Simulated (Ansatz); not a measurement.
Runs of Ansatz 0.2.0 on Mn. The cell holds a sheet with vacuum, 1 atom: a = 2.614 Å, b = 2.614 Å, c = 23.800 Å, α = 90.00°, β = 90.00°, γ = 90.00°. The cell was built by a generator and needn't be a form met in nature.

| task | level | cutoff (eV) | basis error allowed | gap on the mesh (eV) | moment (μB) | work function (eV) |
| --- | --- | --- | --- | --- | --- | --- |
| work function | PBEsol | 249 | 0.002 eV/atom | none | 4.33 | 3.77 |
| projected density of states | PBE | 249 | 0.002 eV/atom | - | 4.32 | 3.67 |
| single point | PBE | 269 | 0.001 eV/atom | none | 4.32 | - |
| work function | PBE | 249 | 0.002 eV/atom | none | 4.32 | 3.67 |
| work function | LDA | 249 | 0.002 eV/atom | none | (a) | 4.01 |

Alike in all rows: potentials or basis all-electron LAPW, scalar-relativistic; spin collinear, ferromagnetic start; cell as given; k mesh 10 × 10 × 1; smearing fermi-dirac 0.05 eV.

Problem. Fill in the values left out.

Solution. (a) 4.24.

A gap of «none» marks a metal or a gap under the smearing width.
